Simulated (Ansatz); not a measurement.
# Ca2Al2O: the cost of one run

Program: Ansatz 0.2.0. Level of theory: DFT PBE, scalar-relativistic, plane waves, PAW. These are calculated values, not measurements.

## Step 1: The structure to begin with

The structure is tetragonal, space group P4/mmm (No. 123). The conventional cell has a = 4.699 Å, b = 4.699 Å, c = 4.214 Å, α = 90.00°, β = 90.00°, γ = 90.00°. Ca (site symmetry 4/mmm) has 4 Al at 2.35 Å in its first shell of neighbours. Ca (site symmetry 4/mmm) is surrounded by 2 O at 2.11 Å and 4 Al at 2.35 Å. Around Al (site symmetry mmm) lie 4 Ca at 2.35 Å. O (site symmetry 4/mmm) is surrounded by 2 Ca at 2.11 Å.

Structure file:

```cif
data_structure
_symmetry_space_group_name_H-M 'P 1'
_symmetry_Int_Tables_number 1
_cell_length_a 4.6993
_cell_length_b 4.6993
_cell_length_c 4.2142
_cell_angle_alpha 90.000
_cell_angle_beta 90.000
_cell_angle_gamma 90.000
_cell_volume 93.06
loop_
_atom_site_label
_atom_site_type_symbol
_atom_site_fract_x
_atom_site_fract_y
_atom_site_fract_z
_atom_site_occupancy
Ca1 Ca 0.50000 0.50000 0.50000 1
Ca2 Ca 0.00000 0.00000 0.50000 1
Al1 Al 0.50000 0.00000 0.50000 1
Al2 Al 0.00000 0.50000 0.50000 1
O1 O 0.00000 0.00000 0.00000 1
```

The cell is invented: random cell by space group and Wyckoff sites (P4/mmm, No. 123). Lengths come from tabulated atomic sizes and are only a guess.

## Step 2: A first look at the guess

Contents of input.yaml:

```yaml
crystal:
  lattice:
    - [4.69925754, 0.0, 0.0]
    - [0.0, 4.69925754, 0.0]
    - [0.0, 0.0, 4.2142155]
  atoms:
    - { symbol: Ca, position: [0.5, 0.5, 0.5] }
    - { symbol: Ca, position: [0.0, 0.0, 0.5] }
    - { symbol: Al, position: [0.5, 0.0, 0.5] }
    - { symbol: Al, position: [0.0, 0.5, 0.5] }
    - { symbol: O, position: [0.0, 0.0, 0.0] }
basis:
  ecutwfc: 420
kpoints:
  mp_grid: { grid: [4, 4, 4] }
hamiltonian:
  xc: pbe
scf:
  occupations: { method: gaussian, width: 0.1 }
  lower_state_search: "off"
output:
  forces: true
  stress: true
  eigenvalues: true
```

The run is started by

```console
> ansatz run input.yaml --threads 1 --pin off --max-ram 2560MiB --backend cpu --events-out ev --progress --plain --runs-dir out
```

What time and memory should one allow on 1 thread of Intel Xeon at 2.50GHz (Skylake/Cascade Lake), shared host?

About 5.8 s, with a peak of 0.36 GiB.
